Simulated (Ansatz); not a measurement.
# CuSi16: the cost of one run

Program: Ansatz 0.2.0. Level of theory: DFT PBE, plane waves, PAW, scalar-relativistic, no spin polarisation. These are calculated values, not measurements.

## (1) The system as given

The cell holds 17 atoms (CuSi16): a = 7.679 Å, b = 7.679 Å, c = 7.679 Å, α = 60.00°, β = 60.00°, γ = 60.00°.

Its coordinates follow in the input file.

## (2) End point A

Contents of input.yaml:

```yaml
crystal:
  lattice:
    - [0.0, 5.43, 5.43]
    - [5.43, 0.0, 5.43]
    - [5.43, 5.43, 0.0]
  atoms:
    - { symbol: Si, position: [0.0, 0.0, 0.0] }
    - { symbol: Si, position: [0.125, 0.125, 0.125] }
    - { symbol: Si, position: [0.0, 0.0, 0.5] }
    - { symbol: Si, position: [0.125, 0.125, 0.625] }
    - { symbol: Si, position: [0.0, 0.5, 0.0] }
    - { symbol: Si, position: [0.125, 0.625, 0.125] }
    - { symbol: Si, position: [0.0, 0.5, 0.5] }
    - { symbol: Si, position: [0.125, 0.625, 0.625] }
    - { symbol: Si, position: [0.5, 0.0, 0.0] }
    - { symbol: Si, position: [0.625, 0.125, 0.125] }
    - { symbol: Si, position: [0.5, 0.0, 0.5] }
    - { symbol: Si, position: [0.625, 0.125, 0.625] }
    - { symbol: Si, position: [0.5, 0.5, 0.0] }
    - { symbol: Si, position: [0.625, 0.625, 0.125] }
    - { symbol: Si, position: [0.5, 0.5, 0.5] }
    - { symbol: Si, position: [0.625, 0.625, 0.625] }
    - { symbol: Cu, position: [0.0664078, 0.8050737, 0.3189066] }
total_charge: 1
basis:
  ecutwfc: 420.0
kpoints:
  mp_grid: { grid: [2, 2, 2] }
hamiltonian:
  xc: pbe
  pseudopotentials: { kind: paw, azcp: { folder: soft_1 } }
scf:
  occupations: { method: fermi_dirac, width: 0.02 }
  lower_state_search: "off"
relax:
  f_tol: 0.03
  max_steps: 60
  adjacent_minimum: "off"
```

Started as:

```console
ansatz run input.yaml --threads 1 --pin off --max-ram 3072MiB --backend cpu --events-out ev --progress --plain --runs-dir out
```

**Question.** How long does this run take on 1 thread of Arm Neoverse V1, shared host, and how much memory does it need?

About 2.2 min, with a peak of 0.56 GiB.
